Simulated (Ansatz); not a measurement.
# HfB3N: the cost of one run

Computed with Ansatz 0.2.0 (DFT PBE, scalar-relativistic, plane waves, PAW, unless a step's input says otherwise).

### 1 The system as given

It takes space group P4/mmm (No. 123, tetragonal). The conventional cell has a = 3.494 Å, b = 3.494 Å, c = 4.539 Å, α = 90.00°, β = 90.00°, γ = 90.00°. Hf (site symmetry 4/mmm) has 2 N at 2.27 Å and 8 B at 2.58 Å as nearest neighbours. B (site symmetry 4mm) is surrounded by 2 B at 1.46 to 1.54 Å. B (site symmetry 4/mmm) has 2 B at 1.54 Å as nearest neighbours. N (site symmetry 4/mmm) is surrounded by 2 Hf at 2.27 Å.

Coordinates:

```cif
data_structure
_symmetry_space_group_name_H-M 'P4/mmm'
_symmetry_Int_Tables_number 123
_cell_length_a 3.4936
_cell_length_b 3.4936
_cell_length_c 4.5387
_cell_angle_alpha 90.000
_cell_angle_beta 90.000
_cell_angle_gamma 90.000
_cell_volume 55.39
loop_
_atom_site_label
_atom_site_type_symbol
_atom_site_symmetry_multiplicity
_atom_site_Wyckoff_symbol
_atom_site_fract_x
_atom_site_fract_y
_atom_site_fract_z
_atom_site_occupancy
Hf1 Hf 1 d 0.50000 0.50000 0.50000 1
B1 B 2 g 0.00000 0.00000 0.33871 1
B2 B 1 a 0.00000 0.00000 0.00000 1
N1 N 1 c 0.50000 0.50000 0.00000 1
```

It is the end of an earlier relaxation with the same method, from a generated guess; it needn't be the stable form of this composition. At a tolerance of 0.05 Å it has space group P4/mmm (No. 123); it has 11.08 Å³/atom, an uncorrected energy of +0.34 eV/atom over the elements.

### 2 Electronic structure at the relaxed geometry

input.yaml reads:

```yaml
crystal:
  lattice:
    - [3.4935662964, 0.0, 0.0]
    - [0.0, 3.4935662964, 0.0]
    - [0.0, 0.0, 4.5386574456]
  atoms:
    - { symbol: Hf, position: [0.5, 0.5, 0.5] }
    - { symbol: B, position: [0.0, 0.0, 0.3387091353] }
    - { symbol: B, position: [0.0, 0.0, 0.6612908647] }
    - { symbol: B, position: [0.0, 0.0, 0.0] }
    - { symbol: "N", position: [0.5, 0.5, 0.0] }
basis:
  ecutwfc: 420
kpoints:
  mp_grid: { grid: [12, 12, 8] }
  band_path:
    path:
      - [[0.0, 0.0, 0.0], [0.0, 0.5, 0.0], [0.5, 0.5, 0.0], [0.0, 0.0, 0.0], [0.0, 0.0, 0.5], [0.0, 0.5, 0.5], [0.5, 0.5, 0.5], [0.0, 0.0, 0.5]]
      - [[0.0, 0.5, 0.0], [0.0, 0.5, 0.5]]
      - [[0.5, 0.5, 0.0], [0.5, 0.5, 0.5]]
    npoints: 14
hamiltonian:
  xc: pbe
scf:
  occupations: { method: gaussian, width: 0.1 }
  n_extra_bands: 12
output:
  forces: true
  stress: true
  eigenvalues: true
  populations: true
  dos: { projected: true, de: 0.02, nscf_kmesh: { grid: [15, 15, 10] } }
  bader: true
  write_density: true
  write_potential: true
  elf: true
  volumetric_format: npy
```

Launch:

```
$ ansatz run input.yaml --threads 1 --pin off --max-ram 2560MiB --backend cpu --events-out ev --progress --plain --runs-dir out
```

Q: Estimate wall time and peak memory on 1 thread of Arm Neoverse N1, shared host.

About 2.8 min, with a peak of 0.51 GiB.
